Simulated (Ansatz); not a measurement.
# Fe3SnSb: equation of state with PBE

Fe3SnSb:

```
Sb Sn Fe
1.0
     4.21031    0.00000    0.00000
    -2.10515    3.64623    0.00000
     0.00000    0.00000    5.39965
Sb Sn Fe
1 1 3
Direct
  0.33333 0.66667 0.82047
  0.00000 0.00000 0.17868
  0.66667 0.33333 0.49756
  0.33333 0.66667 0.34187
  0.00000 0.00000 0.66141
```

The cell comes from a database or a generator and needn't be the stable form of this composition.

```
Program             : Ansatz 0.2.0
Task                : equation of state
Functional          : PBE
Potentials or basis : Ansatz PAW
Cutoff              : 420 eV
Density cutoff      : 1680 eV
k mesh              : 7 × 7 × 5
Occupations         : fermi-dirac, width 0.05 eV
Spin                : collinear spin, ferromagnetic start
Starting moments    : [0.0, 0.0, 3.0, 3.0, 3.0] μB
```

```yaml
Equilibrium_volume: "16.68 Å³/atom (rough: see the caveat)"
Bulk_modulus_at_fixed_shape_and_positions: 103 GPa (rough)
```

Energy against volume, from the lowest point:
| volume (Å³/atom) | energy (meV/atom) |
| --- | --- |
| 15.584 | 24.52 |
| 15.916 | 11.47 |
| 16.247 | 3.48 |
| 16.579 | 0.00 |
| 16.910 | 0.80 |
| 17.242 | 5.74 |
| 17.574 | 14.52 |

All runs of the series together: 5.7 min on 2 threads of Intel(R) Xeon(R) Processor @ 2.50GHz (Skylake/Cascade Lake), with other jobs on the host.

Caveat: the fit is doubtful: noisy points or a state that changes with volume; the cell was scaled at fixed shape and fractional positions, which overstates the stiffness of a crystal with free parameters, most of all of layers and chains. Spin-orbit coupling is left out, which matters for the levels of Sb.
